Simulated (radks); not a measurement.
# Pr²⁺ in [Kr] 4d10 4f3 5s2 5p4 5f2: an all-electron calculation

Aim: the levels, the sizes of the orbitals and the parts of the energy of the praseodymium ion Pr2+.

Method: Dirac Kohn-Sham, LDA (Slater exchange, VWN5 correlation), spin-unpolarised, spherical densities, finite nucleus; open shells fill j = l - 1/2 first. Code: radks (a radial shooting solver on a logarithmic mesh, Libxc functionals) version 1.

**1. What is computed**

```
element            : praseodymium (Z = 59)
charge             : +2
electrons          : 57
configuration      : [Kr] 4d10 4f3 5s2 5p4 5f2
nuclear rms radius : 4.8919 fm
```

**2. The calculation**

The run's settings:

```text
Z 59
configuration [Kr] 4d10 4f3 5s2 5p4 5f2 6s0 5d0
relativity Dirac
functional lda,vwn5
spin unpolarised
j_filling energy
nucleus finite rms 4.8919 fm
c 137.035999084
```

Command:

```console
$ python run_ks.py task.json out
```

This one command runs every case of the session in turn.

What does the calculation give?

As calculated:

| quantity | value |
| --- | --- |
| total energy | -9232.3845 hartree |
| exchange-correlation share of it | 2.26 % |
| −T/E | 1.0752 |
| highest occupied level | 5f5/2, -7.395 eV |
| most extended occupied level | 5f5/2, <r> = 4.83 bohr |
| radius at density 0.001 e/bohr³ | 5.52 bohr |
| maxima of the radial density | 5 |

The radial density shows 5 maxima for 5 occupied principal shells. −T/E is 1.075: with relativity the kinetic term as defined here no longer equals −E. This is not the tabulated ground configuration, so its levels and sizes aren't those of the ground state, and no measured value stands beside it.
